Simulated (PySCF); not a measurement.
# SbO: bond curves at several levels of theory

Aim: find the lowest electronic state of SbO, scan its bond at several levels of theory, and get bond length, wavenumber and dissociation energy from each curve.

Program: PySCF 2.14.0. Level of theory: Sb def2-TZVPPD with ECP28, O def2-TZVPPD, scalar-relativistic core potentials. These are calculated values, not measurements.

## 1. The job

A driver script around PySCF takes these settings:

* atoms: Sb, O
* charge: 0
* basis: Sb def2-TZVPPD with ECP28, O def2-TZVPPD
* Hamiltonian: scalar-relativistic core potentials
* basis functions: 96
* electrons treated: 31
* masses in u: 120.9038, 15.9949
* levels: PBE0, PBE, r²SCAN, TPSS, M06-2X, BP86, M06, LDA, CAM-B3LYP, HF, MP2, SCS-MP2, CCSD, CCSD(T)
* grid: 80 radial by 434 angular points
* occupations: held fixed by the projection of orbital angular momentum
* dissociation limit: Sb + O, each in its ground configuration
* starting distance in angstrom: 1.965
* values of 2S to try: 1, 3, 5

The run is started by

```bash
$ OMP_NUM_THREADS=2 python dia.py task.json out
```

Further steps of the session: The PBE0 curve of the state that the search chose; Other states along the same grid; PBE; r²SCAN (meta-GGA); TPSS (meta-GGA); M06-2X; BP86; M06 (hybrid meta-GGA); LDA; CAM-B3LYP; UHF (mean field); MP2 and coupled cluster.

What does the calculation give? Wanted: for each run, Re; ωe; De; μ.

**Answer**, as computed:

Lowest PBE0 solution found, without spin–orbit coupling: ²Π (doublet), unpaired electrons π ↑. State 2 has its PBE0 minimum 1.62 eV higher. The other levels ran on the lowest alone.

```tsv
level	Re (Å)	ωe (cm⁻¹)	De (eV)	μ (D)
UHF	1.767	994	0.231	-4.23
UHF-MP2	1.839	807	4.38	n/a
UHF-SCS-MP2	1.834	816	4.21	n/a
UHF-CCSD	1.808	881	3.45	n/a
UHF-CCSD(T)	1.830	817	3.93	n/a
LDA	1.817	846	5.88	-3.22
PBE	1.837	813	4.80	-3.27
BP86	1.839	811	4.84	-3.25
TPSS	1.832	826	4.40	-3.26
r²SCAN	1.817	856	4.19	-3.32
PBE0	1.806	878	3.93	-3.52
M06	1.812	875	4.59	-3.68
M06-2X	1.801	903	3.46	-4.02
CAM-B3LYP	1.802	899	4.14	-3.72
```

De is counted to Sb + O in their ground configurations. A positive dipole means Sb(−)O(+).

Bond lengths run from 1.767 Å (UHF) to 1.839 Å (BP86). Among the levels with a De in the table, it runs from 0.231 eV (UHF) to 5.88 eV (LDA).

Correlated steps freeze 5 core orbitals. These are scalar-relativistic numbers at best; spin–orbit coupling would shift them, the dissociation energy most. T1 is 0.030 near the minimum (highest on the curve 0.063), which may point to more than one leading configuration. At some levels the lowest empty orbital lies below the highest filled one (the two can be of opposite spin). At UHF the stretched side of the curve climbs above De, by a hump or because the determinant held fixed goes to a higher limit. With spin–orbit coupling the term label itself may not hold.
